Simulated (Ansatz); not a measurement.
I need a rigid torsion scan of C₂H₇OSb, SMILES CC[O][SbH2]. Use Ansatz 0.2.0 through its Python package. Use (for the species named): r2scan0, def2-SVP basis, multiplicity 1.

```xyz
11

C    -0.5419    1.3023    0.9501
C    -0.5123    0.0069    0.2184
O     0.4872    0.0567   -0.7455
Sb    0.6487   -1.7480   -1.6586
H    -0.8021    2.1509    0.1923
H    -1.4040    1.3338    1.6923
H     0.3975    1.5643    1.4560
H    -0.2655   -0.7688    0.9628
H    -1.4798   -0.1706   -0.2360
H     2.0459   -1.3244   -2.4993
H     1.4918   -2.4602   -0.3120
```

Script `run_torsion.py`:
```python
'''Rigid torsion scan of C2H7OSb.'''

from dataclasses import dataclass
import logging
import sys

import ansatz as az
from ase import Atoms

logging.basicConfig(stream=sys.stdout, format='%(levelname)s %(message)s')
log = logging.getLogger('run')
log.setLevel(logging.INFO)


@dataclass(frozen=True)
class RunConfig:
    basis_set: str = 'def2-SVP'
    xc: str = 'R2SCAN0'
    fmax: float = 0.02


settings = RunConfig()

atoms = Atoms(['C', 'C', 'O', 'Sb', 'H', 'H', 'H', 'H', 'H', 'H', 'H'], positions=[
    [-0.5419, 1.3023, 0.9501],
    [-0.5123, 0.0069, 0.2184],
    [0.4872, 0.0567, -0.7455],
    [0.6487, -1.748, -1.6586],
    [-0.8021, 2.1509, 0.1923],
    [-1.404, 1.3338, 1.6923],
    [0.3975, 1.5643, 1.456],
    [-0.2655, -0.7688, 0.9628],
    [-1.4798, -0.1706, -0.236],
    [2.0459, -1.3244, -2.4993],
    [1.4918, -2.4602, -0.312],
])

# relax first, so that the scan starts from a minimum
first = (
    az.Crystal.molecule_from_ase(atoms).calculation()
    .basis(gaussian=settings.basis_set)
    .functional(settings.xc)
    .relax(force_tolerance=settings.fmax, max_steps=80)
)
atoms.positions = first.run(threads=1).report['positions_ang']

start = atoms.get_dihedral(0, 1, 2, 3)
energies = {}
for turn in range(0, 360, 40):
    turned = atoms.copy()
    turned.set_dihedral(0, 1, 2, 3, start + turn, indices=[2, 3, 9, 10])
    model = az.Crystal.molecule_from_ase(turned).calculation()
    model = model.basis(gaussian=settings.basis_set)
    model = model.functional(settings.xc)
    energies[round((start + turn) % 360)] = model.run(threads=1).report['free_energy_ev']
floor = min(energies.values())
log.info('dihedral C0-C1-O2-Sb3 (deg)   E - E(min) (kJ/mol)')
for angle, e in sorted(energies.items()):
    log.info(f'{angle:8d} {96.485332 * (e - floor):14.3f}  ' + '#' * int(30 * (e - floor) / max(max(energies.values()) - floor, 1e-9)))
```

Output of `python run_torsion.py`:
```text
INFO dihedral C0-C1-O2-Sb3 (deg)   E - E(min) (kJ/mol)
INFO       28         27.899  ########################
INFO       68          8.673  #######
INFO      108          6.145  #####
INFO      148          3.903  ###
INFO      188          0.000
INFO      228          3.923  ###
INFO      268          6.978  ######
INFO      308         15.992  ##############
INFO      348         33.996  ##############################
```

Reading the output:
- The settings weren't tested for convergence.
- The scan is rigid and the energies are electronic, in a modest basis. With rigid groups the curve can differ much from the relaxed path, the start wasn't checked as a minimum of this torsion, and equivalent turns needn't return to the same energy.
- def2 sets replace the cores of elements past krypton by effective core potentials.
- Run time: 79 s on 1 thread of Intel(R) Xeon(R) 6975P-C (Granite Rapids) (shared host), peak memory 0.33 GiB.
